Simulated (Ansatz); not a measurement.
The system is TaF3.

```xyz
4
Lattice="3.9012 0.0000 0.0000 0.0000 3.9012 0.0000 0.0000 0.0000 3.9012" Properties=species:S:1:pos:R:3 pbc="T T T"
Ta    0.0000    0.0000    0.0000
F     0.0000    0.0000    1.9506
F     0.0000    1.9506    0.0000
F     1.9506    0.0000    0.0000
```

Program: Ansatz 0.2.0. Alike in all runs: potentials or basis Ansatz PAW; no spin polarisation; cell as given; k mesh 4 × 4 × 4; smearing fermi-dirac 0.05 eV; the mesh is coarse, so values aren't converged.

Task: Order these runs on this cell by their pressure, lowest first.
A. level HF; cutoff (eV) 420
B. level r2SCAN0; cutoff (eV) 500
C. level HSEsol; cutoff (eV) 420; points for each segment of the path 4
D. level HSE06; cutoff (eV) 420; points for each segment of the path 4

Result: C (18.7 GPa), B (20.3 GPa), D (22.2 GPa), A (24.1 GPa).

Caveats: all runs use coarse meshes; so large a pressure means that the cell lies far from this level's equilibrium, or that cutoff or potentials fall short; the PAW data sets come from PBE, with cores solved anew for the run's functional, which leaves a small shift of forces and pressure; the thresholds are loose for stress.
